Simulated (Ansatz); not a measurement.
# Cu3Ni (Cmmm) in Ansatz: reference runs, part 2 of 2

Ansatz 0.2.0. Earlier steps stand in the parts before.

## 4. Single point, PBEsol, collinear spin, ferromagnetic start (atoms moved at random, drawn with an rms of 0.05 Å)

input.yaml reads:

```yaml
crystal:
  lattice:
    - [1.3161551, -2.06036076, 0.0]
    - [1.3161551, 2.06036076, 0.0]
    - [0.0, 0.0, 8.24586025]
  atoms:
    - { symbol: Cu, position: [0.492544, 0.497215, 0.239702], spin: 0.6 }
    - { symbol: Cu, position: [-0.01199, -0.022718, 0.503343], spin: 0.6 }
    - { symbol: Cu, position: [0.50921, 0.505592, 0.755381], spin: 0.6 }
    - { symbol: Ni, position: [-0.012133, 0.00911, 0.004238], spin: 1.0 }
kpoints:
  mp_grid: { grid: [12, 12, 4] }
scf:
  occupations: { method: fermi_dirac, width: 0.05 }
hamiltonian:
  xc: pbesol
  pseudopotentials: { kind: all_electron, lapw: { basis_error: 0.001 } }
magnetization:
  spin_polarized: true
output:
  forces: true
  stress: true
  eigenvalues: true
  populations: true
```

Potentials or basis: all-electron LAPW, scalar-relativistic.

Run with:

```sh
ansatz run input.yaml --threads 4 --pin off --max-ram 12288MiB --backend cpu --events-out ev --progress --plain --runs-dir out
```

Output:

```text
Warning: RAYON_NUM_THREADS=4 ignored (pool sized by the plan → 4); use --threads N
Cu: projections on atomic orbitals take those of the free atom 1s2 2s2 2p6 3s2 3p6 3d10 4s1, of charge +0.00 (hamiltonian.pseudopotentials.projection_atoms)
Ni: projections on atomic orbitals take those of the free atom 1s2 2s2 2p6 3s2 3p6 3d8 4s2, of charge +0.00 (hamiltonian.pseudopotentials.projection_atoms)
LAPW: plane waves up to 9.721 Å⁻¹, error target 1.0e-3 eV per atom; small_component_spin mean_spin; Ni in spheres of 1.168 Å, 18 of its electrons in bands, Dirac shells []; Cu in spheres of 1.173 Å, 19 of its electrons in bands, Dirac shells [] (how accurate: hamiltonian.pseudopotentials.lapw.basis_error, Limitations)
[... 85 lines left out ...]
  k-point 2 ↑: bands = ["-94.8184", "-94.7820", "-94.7781", "-85.0758", "-52.3588", "-52.3107", "-52.3017", "-52.2853", "-52.2735", "-52.2712", "-52.2649", "-52.2251", "-52.2215", "-45.6032", "-45.5550", "-45.5260", "8.4321", "8.6104", "11.6982", "12.0832", "14.0388", "14.0416", "14.1797", "14.3872", "14.4136", "14.8203", "14.8734", "14.9016", "15.0145", "15.0420", "15.1404", "15.4821", "15.5094", "15.5615", "15.6052", "15.6792", "15.8509", "16.3851", "17.0894", "17.1419", "24.3927", "25.4798", "36.5900", "37.3341", "38.1881", "38.2286", "39.0825"]
  k-point 291 ↓: bands = ["-94.8005", "-94.7643", "-94.7605", "-85.0467", "-52.4149", "-52.3533", "-52.3500", "-52.3469", "-52.3350", "-52.3133", "-52.3068", "-52.2920", "-52.2623", "-45.7483", "-45.6660", "-45.4988", "12.5529", "12.6614", "12.8516", "12.8716", "13.0732", "13.3299", "14.2948", "14.3491", "14.4823", "14.8649", "14.9768", "15.5127", "15.6072", "15.7289", "16.0553", "16.1293", "16.1634", "16.7787", "16.8015", "17.6750", "18.0400", "18.2916", "21.6403", "22.3020", "22.8924", "23.5140", "23.9355", "24.0138", "29.8367", "30.0006", "32.9346"]
--- Löwdin populations: 4 sites ---
  site symbol       q [e]    m [muB]
     0     Cu     28.7865     0.0000
     1     Cu     28.8300     0.0000
     2     Cu     28.7930     0.0000
     3     Ni     27.8670    -0.0000
  spilling = 0.006291 (of n_electrons = 115.000000)
```

Wall time 7.6 min (4 threads of Arm Neoverse V2, shared host); peak memory 3 GiB.

What came out:

```
Free energy            : -176341.5964 eV
Pressure               : -0.7 GPa
Largest force          : 0.845 eV/Å
Band gap on the k mesh : none (metal or under the smearing width)
Net moment             : 0.00 μB per cell
Absolute moment        : 0.00 μB per cell
```

Forces in eV/Å, atoms in the order of the input:
```
Cu  -0.004 -0.007  0.845
Cu   0.137 -0.012 -0.325
Cu  -0.146 -0.010  0.092
Ni   0.013  0.028 -0.611
```

Stress tensor (GPa, compression positive):
```
 0.10  0.00  0.04
 0.00 -2.29  0.00
 0.04  0.00  0.01
```

Levels at points of the mesh, in eV from the Fermi level:
Spin up:
```
              k point  band 35  band 36  band 37  band 38  band 39  band 40  band 41  band 42
   (0.00, 0.00, 0.00)    -1.88    -1.81    -1.11    -0.95    -0.40    -0.31     4.36    12.69
  (0.00, 0.00, -0.50)    -1.88    -1.81    -1.64    -1.10    -0.40    -0.35     6.90     7.99
  (0.00, -0.50, 0.00)    -0.58    -0.27    -0.12    -0.03     0.94     1.47     5.38     5.65
 (0.00, -0.50, -0.50)    -0.62    -0.05     0.30     0.49     0.80     1.40     6.18     6.23
  (-0.50, 0.00, 0.00)    -0.58    -0.27    -0.12    -0.03     0.93     1.47     5.39     5.66
 (-0.50, 0.00, -0.50)    -0.62    -0.05     0.33     0.46     0.80     1.40     6.17     6.29
 (-0.50, -0.50, 0.00)    -0.63    -0.59     0.19     2.88     3.22     4.19     4.82     5.62
(-0.50, -0.50, -0.50)    -0.69     0.19     0.55     0.80     4.15     4.81     5.40     6.03
```
Spin down:
```
              k point  band 34  band 35  band 36  band 37  band 38  band 39  band 40  band 41  band 42  band 43
   (0.00, 0.00, 0.00)    -1.93    -1.88    -1.81    -1.11    -0.95    -0.40    -0.31     4.36    12.69    13.44
  (0.00, 0.00, -0.50)    -1.93    -1.88    -1.81    -1.64    -1.10    -0.40    -0.35     6.90     7.99    19.10
  (0.00, -0.50, 0.00)    -0.85    -0.58    -0.27    -0.12    -0.03     0.94     1.46     5.38     5.65     9.39
 (0.00, -0.50, -0.50)    -1.53    -0.62    -0.05     0.30     0.49     0.80     1.40     6.18     6.23     6.94
  (-0.50, 0.00, 0.00)    -0.84    -0.58    -0.27    -0.12    -0.03     0.93     1.47     5.39     5.66     9.34
 (-0.50, 0.00, -0.50)    -1.52    -0.62    -0.05     0.33     0.46     0.80     1.40     6.17     6.29     6.91
 (-0.50, -0.50, 0.00)    -1.02    -0.63    -0.59     0.19     2.88     3.22     4.19     4.82     5.62     7.52
(-0.50, -0.50, -0.50)    -0.71    -0.69     0.19     0.55     0.80     4.15     4.81     5.40     6.03     6.45
```

Caveat: the starting moments weren't kept.

## 5. Overview

```csv
task,cell,cutoff (eV),gap on the mesh (eV),pressure (GPa),moment (μB),largest force (eV/Å)
single point,as given,332,none,-1.5,0.00,0.01
equation of state,as given,-,-,-,-,-
single point,"atoms moved at random, drawn with an rms of 0.05 Å",360,none,-0.7,0.00,0.85
```

Alike in all rows: level PBEsol; potentials or basis all-electron LAPW, scalar-relativistic; spin collinear, ferromagnetic start; k mesh 12 × 12 × 4; smearing fermi-dirac 0.05 eV; basis error allowed 0.001 eV/atom.

Caveats: the starting moments weren't kept.

Compare energies only between runs with the same functional and basis.
